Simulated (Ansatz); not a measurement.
# C2H9AlS: how energies converge with the basis set

An exercise on one series of results from a longer session: the logs are not shown, and one member is left open.

Computed with Ansatz 0.2.0, Gaussian basis. Level: one geometry, several basis sets.

Plan: PBE0-D4/def2-SVP; ωB97M-V/def2-SVP; PBE0-D4/def2-QZVPP; ωB97M-V/def2-QZVPP; the functionals' def2-TZVPP values are taken from earlier runs.

**Structure used throughout**

The geometry comes from an earlier relaxation with PBE0-D4 in a triple-zeta def2 set; it is a stationary point, not always the lowest conformer.

SMILES `C[S+](C)[AlH3-]`, 13 atoms, charge 0, spin multiplicity 1.

Atoms are counted from 1 here; the program's logs count them from 0.

Bond lengths: C1–S2 1.795 Å, C1–H5 1.091 Å, C1–H6 1.090 Å, C1–H7 1.090 Å, S2–C3 1.796 Å, S2–Al4 2.440 Å, C3–H8 1.091 Å, C3–H9 1.090 Å, C3–H10 1.090 Å, Al4–H11 1.599 Å, Al4–H12 1.608 Å, Al4–H13 1.599 Å. Angles: S2–C1–H5 109.9°, S2–C1–H6 109.8°, S2–C1–H7 106.9°, H5–C1–H6 111.1°, H5–C1–H7 109.5°, H6–C1–H7 109.6°, C1–S2–C3 100.8°, C1–S2–Al4 100.1°, C3–S2–Al4 100.0°, S2–C3–H8 109.9°, S2–C3–H9 106.9°, S2–C3–H10 109.8°, H8–C3–H9 109.4°, H8–C3–H10 111.1°, H9–C3–H10 109.6°, S2–Al4–H11 99.2°, S2–Al4–H12 95.9°, S2–Al4–H13 99.2° and more.

The first run:

Contents of in.yaml:

```yaml
crystal:
  periodic: [false, false, false]
  atoms:
    - {symbol: C, position_ang: [-0.617171, 1.481461, -0.487779]}
    - {symbol: S, position_ang: [0.651144, 0.225947, -0.684784]}
    - {symbol: C, position_ang: [1.362910, 0.207000, 0.963574]}
    - {symbol: Al, position_ang: [-0.721887, -1.788441, -0.578832]}
    - {symbol: H, position_ang: [-1.290423, 1.205581, 0.324511]}
    - {symbol: H, position_ang: [-0.152806, 2.449488, -0.299914]}
    - {symbol: H, position_ang: [-1.173796, 1.518879, -1.423800]}
    - {symbol: H, position_ang: [0.586980, -0.001669, 1.700859]}
    - {symbol: H, position_ang: [2.103040, -0.592593, 0.979590]}
    - {symbol: H, position_ang: [1.850359, 1.160454, 1.166706]}
    - {symbol: H, position_ang: [0.438137, -2.885590, -0.493580]}
    - {symbol: H, position_ang: [-1.474804, -1.403332, 0.788726]}
    - {symbol: H, position_ang: [-1.541385, -1.611985, -1.940379]}
basis:
  gaussian: {orbitals: def2-SVP}
hamiltonian: {xc: pbe0, dispersion: d4}
output: {orbitals: {seedname: orbitals}}
```

On the command line:

```sh
$ ansatz run in.yaml --threads 4 --pin off --events-out ev --progress --plain --max-ram 10444MiB
```

Among the steps run: PBE0-D4 in def2-SVP; ωB97M-V in def2-SVP; PBE0-D4 in def2-QZVPP; ωB97M-V in def2-QZVPP.

One table of the session follows, with a row left open; its other results are not shown here.

It belongs to the step «Density functionals: the series». 

```
functional       basis  HOMO (eV)  LUMO (eV)
   PBE0-D4    def2-SVP      -7.54       0.47
   PBE0-D4  def2-TZVPP      -7.58       0.05
   PBE0-D4  def2-QZVPP      -7.59      -0.10
   ωB97M-V    def2-SVP          ?          ?
   ωB97M-V  def2-TZVPP      -9.82       1.81
   ωB97M-V  def2-QZVPP      -9.83       1.27
```

**Question.** Estimate the row for ωB97M-V, def2-SVP.

The run gave: HOMO (eV): -9.73; LUMO (eV): 2.24. In the column «HOMO (eV)» it lies between ωB97M-V, def2-TZVPP (-9.82) and PBE0-D4, def2-QZVPP (-7.59).
